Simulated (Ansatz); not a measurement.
# Ti12H: the cost of one run

Method: DFT PBE, plane waves, PAW, scalar-relativistic, no spin polarisation, in Ansatz 0.2.0.

**1. The system as given**

The cell holds 13 atoms (HTi12): a = 5.900 Å, b = 8.850 Å, c = 4.685 Å, α = 90.00°, β = 90.00°, γ = 120.00°.

Structure file:

```
CELL_PARAMETERS angstrom
5.90000 0.00000 0.00000
-4.42500 7.66432 0.00000
0.00000 0.00000 4.68460
ATOMIC_POSITIONS crystal
Ti 0.00000 0.00000 0.00000
Ti 0.16667 0.22222 0.50000
Ti 0.00000 0.33333 0.00000
Ti 0.16667 0.55556 0.50000
Ti 0.00000 0.66667 0.00000
Ti 0.16667 0.88889 0.50000
Ti 0.50000 0.00000 0.00000
Ti 0.66667 0.22222 0.50000
Ti 0.50000 0.33333 0.00000
Ti 0.66667 0.55556 0.50000
Ti 0.50000 0.66667 0.00000
Ti 0.66667 0.88889 0.50000
H 0.51066 0.00151 0.62184
```

**2. Relaxing the start**

The input, input.yaml:

```yaml
accuracy: low
crystal:
  lattice:
    - [5.9, 0.0, 0.0]
    - [-4.425, 7.664325, 0.0]
    - [0.0, 0.0, 4.6846]
  atoms:
    - { symbol: Ti, position: [0.0, 0.0, 0.0] }
    - { symbol: Ti, position: [0.1666667, 0.2222222, 0.5] }
    - { symbol: Ti, position: [0.0, 0.3333333, 0.0] }
    - { symbol: Ti, position: [0.1666667, 0.5555556, 0.5] }
    - { symbol: Ti, position: [0.0, 0.6666667, 0.0] }
    - { symbol: Ti, position: [0.1666667, 0.8888889, 0.5] }
    - { symbol: Ti, position: [0.5, 0.0, 0.0] }
    - { symbol: Ti, position: [0.6666667, 0.2222222, 0.5] }
    - { symbol: Ti, position: [0.5, 0.3333333, 0.0] }
    - { symbol: Ti, position: [0.6666667, 0.5555556, 0.5] }
    - { symbol: Ti, position: [0.5, 0.6666667, 0.0] }
    - { symbol: Ti, position: [0.6666667, 0.8888889, 0.5] }
    - { symbol: H, position: [0.5106641, 0.0015136, 0.621837] }
basis:
  ecutwfc: 420.0
kpoints:
  mp_grid: { grid: [2, 2, 2] }
hamiltonian:
  xc: pbe
scf:
  occupations: { method: fermi_dirac, width: 0.15 }
  lower_state_search: "off"
relax:
  f_tol: 0.08
  max_steps: 25
  adjacent_minimum: "off"
output:
  write_density: true
  write_potential: true
  elf: true
  volumetric_format: npy
```

Launch:

```
$ ansatz run input.yaml --threads 1 --pin off --max-ram 3072MiB --backend cpu --events-out ev --progress --plain --runs-dir out
```

**Question.** How long does this run take on 1 thread of Intel Xeon Platinum 8259CL at 2.50GHz (Skylake/Cascade Lake), shared host, and how much memory does it need?

About 34 s, with a peak of 0.6 GiB.
